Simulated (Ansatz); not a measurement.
C2H5GeN, SMILES C1=[N][GeH2][CH2]1, a rigid scan of one bond length

With Ansatz 0.2.0, Python API.

Run as a notebook:

```python
import warnings

import ansatz as az
from ase import Atoms
import numpy as np
```

```python
BASIS_SET = "def2-SVP"
XC = "cam_b3lyp"
```

```python
warnings.simplefilter("ignore", az.DeckWarning)
```

```python
atoms = Atoms(["C", "N", "Ge", "C", "H", "H", "H", "H", "H"], positions=[
    (-0.219, -0.6494, -1.1606),
    (0.9793, -0.1494, -1.0547),
    (0.7978, 0.5576, 0.6429),
    (-0.6524, -0.1415, 0.1916),
    (-0.7877, -1.1311, -1.986),
    (0.8254, 2.1219, 0.6471),
    (1.6297, -0.287, 1.7054),
    (-1.4891, 0.6299, 0.1165),
    (-0.9955, -0.9975, 0.8808),
])
c2h5gen = az.Crystal.molecule_from_ase(atoms)
```

```python
symbols = [site.symbol for site in c2h5gen.cartesian_sites]
start = np.array([site.position_ang for site in c2h5gen.cartesian_sites])
axis = (start[7] - start[3]) / np.linalg.norm(start[7] - start[3])
moving = [7]
lengths, energies = [1.004, 1.049, 1.095, 1.141, 1.186, 1.232, 1.277, 1.346], []
for length in lengths:
    xyz = start.copy()
    xyz[moving] += (length - np.linalg.norm(start[7] - start[3])) * axis
    point = az.Crystal.molecule()
    for symbol, place in zip(symbols, xyz):
        point = point.atom(symbol, place.tolist())
    model = (
        point.calculation()
        .basis(gaussian=BASIS_SET)
        .functional(XC)
    )
    data = model.run(threads=1).report
    energies.append(data["free_energy_ev"])
    print(f"r = {length:6.3f} A  E = {energies[-1]:.5f} eV  <S^2> = {abs(data['mean_field']['state']['spin_squared']):.3f}")
```

    r =  1.004 A  E = -60150.92769 eV  <S^2> = 0.000
    r =  1.049 A  E = -60151.07465 eV  <S^2> = 0.000
    r =  1.095 A  E = -60151.13277 eV  <S^2> = 0.000
    r =  1.141 A  E = -60151.11932 eV  <S^2> = 0.000
    r =  1.186 A  E = -60151.05337 eV  <S^2> = 0.000
    r =  1.232 A  E = -60150.94529 eV  <S^2> = 0.000
    r =  1.277 A  E = -60150.80996 eV  <S^2> = 0.000
    r =  1.346 A  E = -60150.56320 eV  <S^2> = 0.000

```python
fit = np.polynomial.Polynomial.fit(lengths, np.array(energies) - min(energies), 4).convert()
roots = [r.real for r in fit.deriv().roots() if abs(r.imag) < 1e-9 and fit.deriv(2)(r.real) > 0]
r_e = min(roots, key=lambda r: abs(r - lengths[int(np.argmin(energies))]))
print(f"minimum of the fit at {r_e:.4f} A, force constant {fit.deriv(2)(r_e):.2f} eV/A^2")
```

    minimum of the fit at 1.1079 A, force constant 31.47 eV/A^2

Notes:
- Total energies depend on the basis set; only differences at equal settings carry meaning.
- The rest of the molecule is held rigid at a force-field or estimated start geometry, and the basis set is modest; single-reference methods fail as a bond breaks.
- The orbitals are restricted, so S² is zero by construction.
- Hardware and time: 34 s on 1 thread of Arm Neoverse V1 (shared host), peak memory 0.3 GiB.
